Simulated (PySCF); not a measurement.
# FGeH4P: the cost of one run

The runs use PySCF 2.14.0, with density-fitted response routines of our own; the level of theory stands in each step. All values are computed, except where a source is named. Atoms are numbered from 0 throughout.

## (1) The starting structure

7 atoms, charge 0, multiplicity 1; geometry from: GFN2-xTB. The atoms were then displaced at random by about 0.01 Å, so the start is not that level's minimum.

Bonds of the start (Å): F0–Ge1 1.73, Ge1–P2 2.29, Ge1–H3 1.51, Ge1–H4 1.51, P2–H5 1.39, P2–H6 1.39.

## (2) Optimising the geometry at PBE0-D3(BJ)/def2-SVP

What the job is given:

```
{"job": {"xc": "PBE0", "basis": "def2-SVP", "d3": "d3bj", "grid": 1, "shake": 0.01, "kind": "geom"}, "charge": 0, "multiplicity": 1}
F     -1.390600     1.520720    -0.104600
Ge    -0.755380    -0.080600     0.069540
P      1.456650     0.216540     0.562200
H     -1.176800    -0.675900    -1.249330
H     -1.636990    -0.616100     1.168980
H      1.785040    -1.086070     0.214460
H      1.752020     0.692310    -0.711180
```

Command:

```
$ OMP_NUM_THREADS=1 python probes_run.py task.json out
```

The driver reads the jobs from task.json and runs them one after another.

Q: Estimate the wall time and peak memory of this first job on 1 thread of Arm Neoverse V2, shared host.

About 22 s, with a peak of 0.41 GiB.
